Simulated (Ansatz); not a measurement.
# One shape, several levels: BH2TeO2 (SMILES OB(O)[Te])

We compute a comparison of 6 runs (UHF/STO-3G, UHF/3-21G, UHF/def2-SVP, UHF/def2-SVPD, U-r2SCAN/def2-SVP, UPBE/def2-SVP) of BH2TeO2. 

Program for the calculation: Ansatz 0.2.0.

4 further runs of the same task are left out: 2 for a known fault of the program, 1 that didn't finish, 1 set aside as unsound or not needed.

### 1 The structure to begin with

BH2TeO2 has 6 atoms, charge 0, and is taken as a doublet. As SMILES, `OB(O)[Te]`. The shape is that of a PBE0-D4/def2-TZVP optimisation. This is one conformer, not always the lowest.

Bond lengths: O1–B2 1.362 Å, B2–O3 1.353 Å, B2–Te4 2.184 Å, O1–H5 0.958 Å, O3–H6 0.964 Å. Angles: O1–B2–O3 119.8°, O1–B2–Te4 123.3°, O3–B2–Te4 116.9°, B2–O1–H5 115.4°, B2–O3–H6 112.3°.

### 2 Energy and forces at UHF/STO-3G (run 1)

molecule.yaml reads:

```yaml
crystal:
  periodic: [false, false, false]
  atoms:
    - {symbol: O, position_ang: [0.122800, 1.149800, 0.018200]}
    - {symbol: B, position_ang: [-0.054300, -0.196500, -0.081300]}
    - {symbol: O, position_ang: [0.459400, -1.013600, 0.867000]}
    - {symbol: Te, position_ang: [-1.144100, -1.145900, -1.718200]}
    - {symbol: H, position_ang: [-0.267100, 1.668300, -0.687200]}
    - {symbol: H, position_ang: [0.925300, -0.526200, 1.555400]}
basis:
  gaussian:
    orbitals: STO-3G
magnetization:
  spin_polarized: true
  initial_magnetization: 1
accuracy: high
hamiltonian:
  xc: hf
output: {forces: true, orbitals: {seedname: orbitals}}
```

The run is started by

```
ansatz run molecule.yaml --threads 1 --pin off --max-ram 2610MiB --events-out events.jsonl --progress --plain --runs-dir runs
```

Log:

```text
Warning: RAYON_NUM_THREADS=1 ignored (pool sized by the plan → 1); use --threads N
Functional definition: HF
  name "HF"
  exchange = exact_x
  correlation = 0
696 factors; integrals over basis functions are off by at most 1.9e-8 eV
mean field evaluation 1: about -182870.6933 eV, gradient 1.8e1 eV
mean field evaluation 2: about -182870.7997 eV, gradient 1.8e1 eV
mean field evaluation 4: about -182873.1890 eV, gradient 1.1e0 eV
mean field evaluation 8: about -182873.2034 eV, gradient 2.1e-2 eV
mean field evaluation 16: about -182872.9771 eV, gradient 1.3e0 eV
mean field evaluation 32: about -182873.1161 eV, gradient 2.0e-1 eV
mean field -182873.20340703 eV, -6720.4662692990 hartree, gradient 1.7e-8 eV, S^2 0.753450; 2 other end points of the search recorded, 0 dependent functions left out
the calculation of the forces begins
reference -182873.20340703 eV, -6720.4662692990 hartree; 38, 37 occupied and 6, 7 virtual orbitals, 696 factors
Total energy: -182873.20340703 eV, -6720.4662692990 hartree
Atom 0 at     0.122800     1.149800     0.018200 Å, force     0.816304    -1.007921     1.466120 eV/Å
Atom 1 at    -0.054300    -0.196500    -0.081300 Å, force    -0.141261     0.153521    -0.250466 eV/Å
Atom 2 at     0.459400    -1.013600     0.867000 Å, force    -0.653308    -0.513065    -0.989340 eV/Å
Atom 3 at    -1.144100    -1.145900    -1.718200 Å, force    -0.004089    -0.030898    -0.002361 eV/Å
Atom 4 at    -0.267100     1.668300    -0.687200 Å, force    -0.632020     0.592003    -1.108901 eV/Å
Atom 5 at     0.925300    -0.526200     1.555400 Å, force     0.614374     0.806360     0.884949 eV/Å
Dipole moment:     0.162257     0.430159     0.203389 e Å
```

Run time: 2.9 s. Hardware: 1 thread of Arm Neoverse V1, shared host; peak memory 0.26 GiB.

### 3 Energy and gradient at UHF/3-21G (run 2)

in.yaml reads:

```yaml
crystal:
  periodic: [false, false, false]
  atoms:
    - symbol: O
      position_ang: [0.122800, 1.149800, 0.018200]
    - symbol: B
      position_ang: [-0.054300, -0.196500, -0.081300]
    - symbol: O
      position_ang: [0.459400, -1.013600, 0.867000]
    - symbol: Te
      position_ang: [-1.144100, -1.145900, -1.718200]
    - symbol: H
      position_ang: [-0.267100, 1.668300, -0.687200]
    - symbol: H
      position_ang: [0.925300, -0.526200, 1.555400]
basis:
  gaussian:
    orbitals: 3-21G-spherical.json
output: {forces: true, orbitals: {seedname: orbitals}}
accuracy: high
hamiltonian:
  xc: hf
magnetization:
  spin_polarized: true
  initial_magnetization: 1
```

The basis set 3-21G is read from a file made from the Basis Set Exchange's data (not shown).

The run is started by

```
ansatz run in.yaml --threads 1 --pin off --max-ram 2610MiB --events-out events.jsonl --progress --plain --runs-dir runs
```

Log, shortened:

```text
Warning: RAYON_NUM_THREADS=1 ignored (pool sized by the plan → 1); use --threads N
[... 2 set-up lines as earlier in the session ...]
[...]
1273 factors; integrals over basis functions are off by at most 1.1e-8 eV
[...]
mean field -183878.89736185 eV, -6757.4248404549 hartree, gradient 4.4e-8 eV, S^2 0.753331; 2 other end points of the search recorded, 0 dependent functions left out
[...]
reference -183878.89736185 eV, -6757.4248404549 hartree; 38, 37 occupied and 24, 25 virtual orbitals, 1273 factors
Total energy: -183878.89736185 eV, -6757.4248404549 hartree
Atom 0 at     0.122800     1.149800     0.018200 Å, force    -0.018654     0.407241    -0.087128 eV/Å
Atom 1 at    -0.054300    -0.196500    -0.081300 Å, force    -0.126531    -0.287057    -0.165161 eV/Å
Atom 2 at     0.459400    -1.013600     0.867000 Å, force     0.250503    -0.097757     0.420233 eV/Å
Atom 3 at    -1.144100    -1.145900    -1.718200 Å, force    -0.426144    -0.428180    -0.632162 eV/Å
Atom 4 at    -0.267100     1.668300    -0.687200 Å, force     0.059474     0.575722     0.016059 eV/Å
Atom 5 at     0.925300    -0.526200     1.555400 Å, force     0.261353    -0.169968     0.448160 eV/Å
Dipole moment:     0.101242     0.484301     0.096768 e Å
```

Run time: 8.1 s. Hardware: 1 thread of Arm Neoverse V1, shared host; peak memory 0.26 GiB.

Run 3 isn't shown in full; the table further down has it.

### 4 Energy and gradient at UHF/def2-SVPD (core potential) (run 4)

run.yaml reads:

```yaml
crystal:
  periodic: [false, false, false]
  atoms:
    - {symbol: O, position_ang: [0.122800, 1.149800, 0.018200]}
    - {symbol: B, position_ang: [-0.054300, -0.196500, -0.081300]}
    - {symbol: O, position_ang: [0.459400, -1.013600, 0.867000]}
    - {symbol: Te, position_ang: [-1.144100, -1.145900, -1.718200]}
    - {symbol: H, position_ang: [-0.267100, 1.668300, -0.687200]}
    - {symbol: H, position_ang: [0.925300, -0.526200, 1.555400]}
basis:
  gaussian:
    orbitals: def2-SVPD
magnetization:
  spin_polarized: true
  initial_magnetization: 1
hamiltonian:
  xc: hf
accuracy: high
output:
  forces: true
  orbitals: {seedname: orbitals}
```

The run is started by

```
ansatz run run.yaml --threads 1 --pin off --max-ram 2610MiB --events-out events.jsonl --progress --plain --runs-dir runs
```

Log, shortened:

```text
Warning: RAYON_NUM_THREADS=1 ignored (pool sized by the plan → 1); use --threads N
[... 2 set-up lines as earlier in the session ...]
[...]
2458 factors; integrals over basis functions are off by at most 3.3e-9 eV
[...]
mean field -12043.00752685 eV, -442.5723635681 hartree, gradient 6.1e-8 eV, S^2 0.760091; 2 other end points of the search recorded, 0 dependent functions left out
[...]
reference -12043.00752685 eV, -442.5723635681 hartree; 24, 23 occupied and 93, 94 virtual orbitals, 2458 factors
Total energy: -12043.00752685 eV, -442.5723635681 hartree
Atom 0 at     0.122800     1.149800     0.018200 Å, force    -0.520881     0.028260    -0.849566 eV/Å
Atom 1 at    -0.054300    -0.196500    -0.081300 Å, force     0.369739     0.225253     0.569190 eV/Å
Atom 2 at     0.459400    -1.013600     0.867000 Å, force     0.349868     0.885017     0.444232 eV/Å
Atom 3 at    -1.144100    -1.145900    -1.718200 Å, force    -0.192619    -0.165430    -0.289689 eV/Å
Atom 4 at    -0.267100     1.668300    -0.687200 Å, force     0.441928    -0.403289     0.773670 eV/Å
Atom 5 at     0.925300    -0.526200     1.555400 Å, force    -0.448035    -0.569811    -0.647837 eV/Å
Dipole moment:     0.069622     0.362698     0.062404 e Å
```

It took 21 s on 1 thread of Arm Neoverse V1, shared host; peak memory 0.52 GiB.

Run 5 isn't shown in full; the table further down has it.

### 5 Energy and forces at UPBE/def2-SVP (core potential) (run 6)

input.yaml reads:

```yaml
basis:
  gaussian:
    orbitals: def2-SVP
crystal:
  periodic: [false, false, false]
  atoms:
    - {symbol: O, position_ang: [0.122800, 1.149800, 0.018200]}
    - {symbol: B, position_ang: [-0.054300, -0.196500, -0.081300]}
    - {symbol: O, position_ang: [0.459400, -1.013600, 0.867000]}
    - {symbol: Te, position_ang: [-1.144100, -1.145900, -1.718200]}
    - {symbol: H, position_ang: [-0.267100, 1.668300, -0.687200]}
    - {symbol: H, position_ang: [0.925300, -0.526200, 1.555400]}
accuracy: high
magnetization:
  spin_polarized: true
  initial_magnetization: 1
output:
  forces: true
  orbitals: {seedname: orbitals}
hamiltonian:
  xc: pbe
```

The run is started by

```
ansatz run input.yaml --threads 1 --pin off --max-ram 2610MiB --events-out events.jsonl --progress --plain --runs-dir runs
```

Log, shortened:

```text
Warning: RAYON_NUM_THREADS=1 ignored (pool sized by the plan → 1); use --threads N
Functional definition: PBE
  name "PBE"
[...]
1830 factors; integrals over basis functions are off by at most 3.1e-9 eV
[...]
mean field -12089.47275220 eV, -444.2799291046 hartree, gradient 2.4e-8 eV, S^2 0.751898; 3 other end points of the search recorded, 0 dependent functions left out
[...]
reference -12089.47275503 eV, -444.2799292082 hartree; 24, 23 occupied and 54, 55 virtual orbitals, 1830 factors
Total energy: -12089.47275503 eV, -444.2799292082 hartree
Atom 0 at     0.122800     1.149800     0.018200 Å, force     0.338855     0.104759     0.535490 eV/Å
Atom 1 at    -0.054300    -0.196500    -0.081300 Å, force    -0.048642    -0.024114    -0.075372 eV/Å
Atom 2 at     0.459400    -1.013600     0.867000 Å, force    -0.175133    -0.672619    -0.190573 eV/Å
Atom 3 at    -1.144100    -1.145900    -1.718200 Å, force    -0.142781    -0.138639    -0.212497 eV/Å
Atom 4 at    -0.267100     1.668300    -0.687200 Å, force    -0.286134     0.370699    -0.516391 eV/Å
Atom 5 at     0.925300    -0.526200     1.555400 Å, force     0.313835     0.359914     0.459342 eV/Å
Dipole moment:     0.101985     0.387323     0.111520 e Å
```

It took 17 s on 1 thread of Arm Neoverse V1, shared host; peak memory 0.26 GiB.

### 6 All runs side by side

```csv
run,level,core potential,energy (Eh),dipole moment (D),HOMO energy (eV),LUMO energy (eV),wall time
1,UHF/STO-3G,none,-6720.466269,2.41,-5.76,3.05,2.9 s
2,UHF/3-21G,none,-6757.424840,2.42,-8.22,-0.31,8.1 s
3,UHF/def2-SVP (core potential),def2-SVP,-442.557670,2.06,-8.38,-0.14,10 s
4,UHF/def2-SVPD (core potential),def2-SVPD,-442.572364,1.80,-8.47,-0.44,21 s
5,U-r2SCAN/def2-SVP (core potential),def2-SVP,-444.500878,2.05,-5.38,-4.63,48 s
6,UPBE/def2-SVP (core potential),def2-SVP,-444.279929,2.00,-5.07,-4.88,17 s
```

### 7 Results

```
                                 quantity          value
                      run 6: total energy  -444.27993 Eh
                     run 6: dipole moment         2.00 D
run 6: HOMO energy (highest over α and β)       -5.07 eV
 run 6: LUMO energy (lowest over α and β)       -4.88 eV
                              run 6: ⟨S²⟩          0.752
          run 6: largest force on an atom     0.721 eV/Å
```

In words: The dipole moment (its size) runs from 1.80 D (UHF/def2-SVPD) to 2.42 D (UHF/3-21G). The two ends differ in basis and core potential. Totals of different functionals can't be ranked against each other. Some runs of one species differ in core potentials or relativity; totals across that change don't compare. In run 1 the basis is minimal, so the values are rough. In runs 1, 2 relativity is left out where basis or elements ask for it. All runs together took 1.8 min, the longest 48 s.
